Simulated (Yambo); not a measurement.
## HgTe (Coloradoite): optical spectrum with PBEsol

The system is HgTe (Coloradoite).

```xyz
2
Lattice="0.0000 3.2145 3.2145 3.2145 0.0000 3.2145 3.2145 3.2145 0.0000" Properties=species:S:1:pos:R:3 pbc="T T T"
Hg    0.0000    0.0000    0.0000
Te    4.8217    4.8217    4.8217
```

```json
{
 "Program": "Yambo 5.3.0",
 "Task": "optical spectrum",
 "Functional": "PBEsol",
 "Potentials or basis": "PseudoDojo 0.4.1 SR PBEsol standard",
 "Cutoff": "1088 eV",
 "Density cutoff": "4354 eV",
 "k mesh": "12 × 12 × 12",
 "Occupations": "fermi-dirac, width 0.05 eV",
 "Spin": "no spin polarisation",
 "k mesh of the self-consistent run": "12 × 12 × 12",
 "Direction of the field or of q to 0": "y",
 "Broadening": "0.1 eV",
 "Kernel": "Hartree (RPA with local fields)",
 "Top of the energy range": "15 eV",
 "Energy points": "200",
 "Correction of the levels": "none",
 "Bands in the response": "38",
 "Cutoff of the response matrix": "3 Ry"
}
```

```
Band gap on the k mesh, mean-field level : none (metal or under the smearing width)
```

Dielectric function (along the field direction of the input):
```tsv
energy (eV)	real part	imaginary part
0.30	19.88	2.22
0.68	12.35	4.59
1.06	12.40	8.40
1.43	13.78	12.41
1.81	6.79	8.71
2.19	5.81	11.13
2.56	2.99	8.11
2.94	3.05	7.84
3.32	3.39	5.55
3.69	6.20	7.78
4.07	4.10	8.99
4.45	-0.04	8.98
4.82	-1.31	6.85
5.20	-0.23	5.02
5.58	0.03	4.56
5.95	-1.15	7.66
6.33	-1.78	4.98
6.71	-1.60	3.92
7.09	-2.01	3.35
7.46	-1.48	2.66
7.84	-1.28	2.19
8.22	-0.73	1.82
8.59	-0.81	1.66
8.97	-0.16	1.65
9.35	-0.01	1.65
9.72	-0.44	2.03
10.10	-0.72	1.59
10.48	-0.50	1.16
10.85	-0.33	1.12
11.23	-0.14	1.06
11.61	-0.10	0.96
11.98	0.05	0.90
12.36	0.00	0.97
12.74	-0.05	0.78
13.12	0.11	0.69
13.49	0.20	0.65
13.87	0.35	0.65
14.25	0.27	0.64
14.62	0.35	0.63
15.00	0.32	0.64
```

Wall time 11 min on 1 thread of Intel(R) Xeon(R) Processor @ 2.50GHz (Skylake/Cascade Lake), with other jobs on the host.

Caveat: the intraband (Drude) term of the metal is left out; the ground state has no gap, which makes the many-body step unreliable; these spectra lack excitons. The run has no spin-orbit coupling, so splittings on Hg, Te are missing.
